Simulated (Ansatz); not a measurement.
# Ge2P (doublet): the correlation ladder at a displaced geometry (v2), cc-pVDZ

An exercise on one series of results from a longer session: the logs are not shown, and one member is left open.

The runs use Ansatz 0.2.0, Gaussian basis; cc-pVDZ, core rule «outside noble gas», up to 33 orbitals frozen.

To be run: UHF; CCSD(T) on UHF; BCCD(T) on ROHF; CISD as a restricted active space (open shells left free, so some higher excitations enter); CCSDT(Q) on ROHF; CCSDT(Q) on UHF.

23 further runs of the same task are left out: 4 for a known fault of the program, 12 that didn't finish, 7 set aside as unsound or not needed. Runs told in other sessions of the task aren't counted.

## The geometry

The geometry is a PBE0/def2-TZVP stationary point (not a proven minimum) with its atoms shifted at random (size 0.100 Å). No spin-orbit coupling is included. The filled d shell of Ge may be among the frozen orbitals whatever the setting's name suggests.

3 atoms, charge 0, spin multiplicity 2.

Atoms are counted from 1 here; the program's logs count them from 0.

Bond lengths: Ge1–P2 2.174 Å, P2–Ge3 2.199 Å. Angles: Ge1–P2–Ge3 116.6°.

Geometry (Å):

```xyz
3

Ge    0.06535   -0.18863    1.85836
P    -0.09953    0.94114    0.00815
Ge   -0.02291   -0.21268   -1.86183
```

The first run:

in.yaml

```yaml
crystal:
  periodic: [false, false, false]
  atoms:
    - {symbol: Ge, position_ang: [0.065346, -0.188626, 1.858357]}
    - {symbol: P, position_ang: [-0.099528, 0.941137, 0.008150]}
    - {symbol: Ge, position_ang: [-0.022907, -0.212676, -1.861832]}
basis:
  gaussian: {orbitals: cc-pVDZ}
magnetization: {spin_polarized: true, initial_magnetization: 1}
hamiltonian: {xc: hf}
output: {orbitals: {seedname: orbitals}}
```

The run is started by

```bash
ansatz run in.yaml --threads 1 --pin off --events-out ev --progress --plain --max-ram 2393MiB
```

Steps of the session up to this table: UHF; CCSD(T) on UHF; BCCD(T) on ROHF; CISD as a restricted active space (open shells left free, so some higher excitations enter); CCSDT(Q) on ROHF; CCSDT(Q) on UHF.

One table of the session follows, with a row left open; its other results are not shown here.

```
   method  from UCCSDT(Q) (kcal/mol)
      UHF                    +183.17
     UMP2                     +39.93
    UCCSD                     +12.91
 UCCSD(T)                          ?
  BCCD(T)                      +2.52
   UCCSDT                      +1.32
UCCSDT(Q)                          0
```

**Question.** Estimate the row for UCCSD(T).

As computed: from UCCSDT(Q) (kcal/mol): +2.91. In the column «from UCCSDT(Q) (kcal/mol)» it lies between BCCD(T) (+2.52) and UCCSD (+12.91).

Not comparable, so not listed: CISD as a restricted active space (open shells left free, so some higher excitations enter); CCSDT(Q) on ROHF (they don't share determinant, frozen orbitals or solution with the rows shown, or repeat one).
